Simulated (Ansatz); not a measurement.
# InGa: the cost of one run

Computed with Ansatz 0.2.0 (DFT PBE, scalar-relativistic, plane waves, PAW, unless a step's input says otherwise).

### 1 The structure to begin with

Symmetry: Cmmm, No. 65, orthorhombic system. The conventional cell has a = 3.537 Å, b = 5.002 Å, c = 5.002 Å, α = 90.00°, β = 90.00°, γ = 90.00°. Around In (site symmetry mmm) lie 4 In at 3.06 Å and 4 Ga at 3.06 Å. Ga (site symmetry mmm) has 4 In at 3.06 Å and 4 Ga at 3.06 Å as nearest neighbours.

Coordinates:

```cif
data_structure
_symmetry_space_group_name_H-M 'P 1'
_symmetry_Int_Tables_number 1
_cell_length_a 3.0630
_cell_length_b 3.0630
_cell_length_c 5.0019
_cell_angle_alpha 90.000
_cell_angle_beta 90.000
_cell_angle_gamma 109.471
_cell_volume 44.24
loop_
_atom_site_label
_atom_site_type_symbol
_atom_site_fract_x
_atom_site_fract_y
_atom_site_fract_z
_atom_site_occupancy
In1 In 0.00000 0.00000 0.00000 1
Ga1 Ga 0.50000 0.50000 0.50000 1
```

This is a trial structure built by rule; it need not be a known or stable form of this composition.

(A quick probe on a coarse mesh, which set the mesh and smearing, is not shown.)

### 3 Relaxing cell and atoms

Input file input.yaml:

```yaml
crystal:
  lattice:
    - [1.7684328012, -2.5009416516, 0.0]
    - [1.7684328012, 2.5009416516, 0.0]
    - [0.0, 0.0, 5.0018833032]
  atoms:
    - { symbol: In, position: [0.0, 0.0, 0.0] }
    - { symbol: Ga, position: [0.5, 0.5, 0.5] }
basis:
  ecutwfc: 420
kpoints:
  mp_grid: { grid: [14, 14, 8] }
hamiltonian:
  xc: pbe
scf:
  occupations: { method: gaussian, width: 0.1 }
output:
  forces: true
  stress: true
  eigenvalues: true
relax:
  adjacent_minimum: "off"
  f_tol: 0.005
  max_steps: 80
  cell: { stress_tol: 0.05 }
```

Command:

```
$ ansatz run input.yaml --threads 1 --pin off --max-ram 2560MiB --backend cpu --events-out ev --progress --plain --runs-dir out
```

What time and memory should one allow on 1 thread of Arm Neoverse V1, shared host?

About 1.9 min, with a peak of 0.48 GiB.
